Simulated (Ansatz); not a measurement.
A run of Ansatz 0.2.0:

The input input.yaml:

```yaml
crystal:
  lattice:
    - [2.9916, 0.0, 0.0]
    - [0.0, 2.9916, 0.0]
    - [0.0, 0.0, 25.4706]
  atoms:
    - { symbol: Ru, position: [0.5, 0.5, 0.2944571388] }
    - { symbol: Al, position: [0.0, 0.0, 0.3531836706] }
    - { symbol: Ru, position: [0.5, 0.5, 0.4119102024] }
    - { symbol: Al, position: [0.0, 0.0, 0.4706367341] }
    - { symbol: Ru, position: [0.5, 0.5, 0.5293632659] }
    - { symbol: Al, position: [0.0, 0.0, 0.5880897976] }
    - { symbol: Ru, position: [0.5, 0.5, 0.6468163294] }
    - { symbol: Al, position: [0.0, 0.0, 0.7055428612] }
hamiltonian:
  xc: pbe
  pseudopotentials: { kind: paw }
kpoints:
  mp_grid: { grid: [9, 9, 1] }
scf:
  occupations: { method: fermi_dirac, width: 0.05 }
output:
  forces: true
  eigenvalues: true
efield:
  axis: 3
  dipole_correction: true
  ramp_width: 0.04
```

Potentials or basis: Ansatz PAW.

Run with:

```sh
$ ansatz run input.yaml --threads 4 --pin off --max-ram 11264MiB --backend cpu --events-out ev --progress --plain --runs-dir out
```

Hardware: 4 threads of Arm Neoverse V1, on a shared host.

How long does it take, and how much memory?

Wall time 3.6 s on 4 threads of Arm Neoverse V1 (shared host), peak memory 0.56 GiB. Counts: scf iterations 9, plane waves 4313, k points 15, bands 46.
